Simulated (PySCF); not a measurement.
**AlTe at other levels of theory**

Aim: see what other levels and later steps give for AlTe.

Computed with PySCF 2.14.0. Level: method and basis as typed in the scripts.

2 further runs of the same task are left out: 2 for a known fault of the program.

### 1 Starting geometry

AlTe: 2 atoms, charge 0, spin multiplicity 2.

Bond lengths: Al1–Te2 2.515 Å.

### 2 The base run

input.py reads:

```python
from pyscf import gto, scf, mcscf

mol = gto.M(
    atom='Al 0 0 0; Te 0 0 2.515',
    basis='def2-svp',
    ecp={'Te': 'def2-svp'},
    charge=0,
    spin=1,
    verbose=4,
)
mf = scf.ROHF(mol)
mf.kernel()
mc = mcscf.CASCI(mf, 6, 5)
mc.kernel()
mc.analyze()
mf.dip_moment()
print('orbital energies (hartree):', mf.mo_energy[..., max(0, mol.nelec[1]-3):mol.nelec[0]+3].round(4))
```

On the command line:

```bash
python input.py
```

The log of this run is left out.

It gives: E(SCF) = -508.838257 Eh, 14 cycles, E(CAS) − E(SCF) = -0.01375 Eh, μ = 4.43 D (of the SCF density).

The bond length is a typed value, not an optimised one.

### 3 Hf,lyp (ROKS)

Edit 1 changes functional: none (Hartree–Fock) → hf,lyp; SCF type: ROHF → ROKS; step after the SCF: casci → analyze.

input.py reads:

```python
from pyscf import gto, dft

mol = gto.M(
    atom='Al 0 0 0; Te 0 0 2.515',
    basis='def2-svp',
    ecp={'Te': 'def2-svp'},
    charge=0,
    spin=1,
    verbose=4,
)
mf = dft.ROKS(mol, xc='hf,lyp')
mf.kernel()
mf.mulliken_pop()
mf.dip_moment()
print('orbital energies (hartree):', mf.mo_energy[..., max(0, mol.nelec[1]-3):mol.nelec[0]+3].round(4))
```

On the command line:

```bash
python input.py
```

### 4 MP2 (UHF)

Edit 2 changes step after the SCF: casci → mp2; SCF type: ROHF → UHF.

input.py reads:

```python
from pyscf import gto, scf, mp

mol = gto.M(
    atom='Al 0 0 0; Te 0 0 2.515',
    basis='def2-svp',
    ecp={'Te': 'def2-svp'},
    charge=0,
    spin=1,
    verbose=4,
)
mf = scf.UHF(mol)
mf.kernel()
mp.MP2(mf).kernel()
mf.dip_moment()
print('orbital energies (hartree):', [e[max(0, n-3):n+3].round(4) for e, n in zip(mf.mo_energy, mol.nelec)])
```

### 5 Lc_wpbe (ROKS)

Edit 3 changes functional: none (Hartree–Fock) → lc_wpbe; SCF type: ROHF → ROKS; step after the SCF: casci → analyze.

input.py: that of step 2 with these lines changed.

```diff
@@ -1,2 +1,2 @@
-from pyscf import gto, scf, mcscf
+from pyscf import gto, dft
 
@@ -10,7 +10,5 @@
 )
-mf = scf.ROHF(mol)
+mf = dft.ROKS(mol, xc='lc_wpbe')
 mf.kernel()
-mc = mcscf.CASCI(mf, 6, 5)
-mc.kernel()
-mc.analyze()
+mf.mulliken_pop()
 mf.dip_moment()
```

**Question.** What will these runs give? Wanted: for each run, E(SCF); from base; gap, α spin; SCF dipole; after the SCF.

**Answer**, as computed:

| run | E(SCF) (hartree) | from base (eV) | cycles | gap, α spin (eV) | SCF dipole (D) | after the SCF |
| --- | --- | --- | --- | --- | --- | --- |
| base | -508.838257 | 0 | 14 | n/a | 4.43 | CASCI correlation -0.374 eV |
| hf,lyp (ROKS) | -510.300113 | not comparable | 14 | n/a | 4.35 | n/a |
| MP2 (UHF) | -508.844781 | -0.1775 | 16 | 8.72 | 4.14 | MP2 correlation -4.647 eV |
| lc_wpbe (ROKS) | -510.287428 | not comparable | 14 | n/a | 3.87 | n/a |

What this shows: Total energies of different functionals can't be compared with each other; differences within one functional can. The dearest run is “lc_wpbe (ROKS)”, at 5.7 s against 1.4 s.
